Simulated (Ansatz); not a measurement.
Write a Python script for the Python package of Ansatz (0.2.0) that makes a single point from an input written key by key of Cl2I2Si, SMILES Cl[Si](Cl)(I)I. Use: Hartree-Fock, def2-SVP basis, multiplicity 1.

```csv
atom,x (Å),y (Å),z (Å)
Cl,0.1448,-0.4810,2.0434
Si,0.0278,-0.0484,0.0255
Cl,1.4672,-1.1937,-0.8238
I,-2.0687,-0.6586,-0.8846
I,0.4788,2.3081,-0.4020
```

Script `deck_cl2i2si.py`:
```python
# -*- coding: utf-8 -*-
'''Run Cl2I2Si from an input written out key by key.'''

import ansatz
import numpy as np
import pandas as pd


def main():
    deck = {
        'crystal': {
            'periodic': [False, False, False],
            'atoms': [
                {'symbol': 'Cl', 'position_ang': [0.1448, -0.481, 2.0434]},
                {'symbol': 'Si', 'position_ang': [0.0278, -0.0484, 0.0255]},
                {'symbol': 'Cl', 'position_ang': [1.4672, -1.1937, -0.8238]},
                {'symbol': 'I', 'position_ang': [-2.0687, -0.6586, -0.8846]},
                {'symbol': 'I', 'position_ang': [0.4788, 2.3081, -0.402]},
            ],
        },
        'basis': {'gaussian': {'orbitals': 'def2-SVP'}},
        'hamiltonian': {'xc': 'hf'},
        'output': {'forces': True},
    }
    session = ansatz.Session.from_dict(deck)
    summary = session.plan(threads=1).execute().report

    print(f'E = {summary["free_energy_ev"]:.6f} eV = {summary["free_energy_ev"] / 27.211386246:.7f} Ha')
    print('converged:', summary['converged'], ' doubts:', summary['published_state_doubts'] or 'none')
    symbols = ['Cl', 'Si', 'Cl', 'I', 'I']
    field = summary['mean_field']
    print('<S^2> =', round(abs(field['state']['spin_squared']), 4), ' all-electron relativity setting:', field['relativity'])
    print('passes:', field['passes'])
    if 'symmetry' in field:
        print('occupied orbitals by irrep:', field['symmetry']['occupied'])

    forces = np.array(summary['forces_ev_ang'])
    print('largest force', round(float(np.linalg.norm(forces, axis=1).max()), 4), 'eV/A, rms', round(float(np.sqrt((forces ** 2).mean())), 4))
    charges = summary['charge_distribution']
    table = pd.DataFrame({'atom': symbols, 'mulliken': charges['mulliken_charges_e'], 'lowdin': charges['lowdin_charges_e']})
    print(table.round(3).to_string())
    print('dipole (e A):', np.round(charges['dipole_moment_e_ang'], 4) + 0.0)


if __name__ == '__main__':
    main()
```

`python deck_cl2i2si.py` gives:
```text
E = -49008.500461 eV = -1801.0291728 Ha
converged: True  doubts: none
<S^2> = 0.0  all-electron relativity setting: none
passes: {'evaluations': 12, 'products': 27}
occupied orbitals by irrep: [{'A': 49}, {'A': 49}]
largest force 1.1039 eV/A, rms 0.4459
  atom  mulliken  lowdin
0   Cl    -0.286   0.056
1   Si     0.872  -0.302
2   Cl    -0.272   0.091
3    I    -0.145   0.101
4    I    -0.169   0.054
dipole (e A): [-0.134   0.0664 -0.1036]
```

Caveats:
- These settings explore the input space; basis and method may be short of convergence.
- The geometry is a force-field or estimated start, not a minimum of this method, and the basis set is short of its limit.
- def2 sets replace the cores of elements past krypton by effective core potentials.
- The Löwdin charges here are taken after orthogonalising the functions within each atom; they differ from plain Löwdin charges, and their signs can be unphysical.
- Finished in 3.2 s on 1 thread of Arm Neoverse V2 (shared host), peak memory 0.36 GiB.
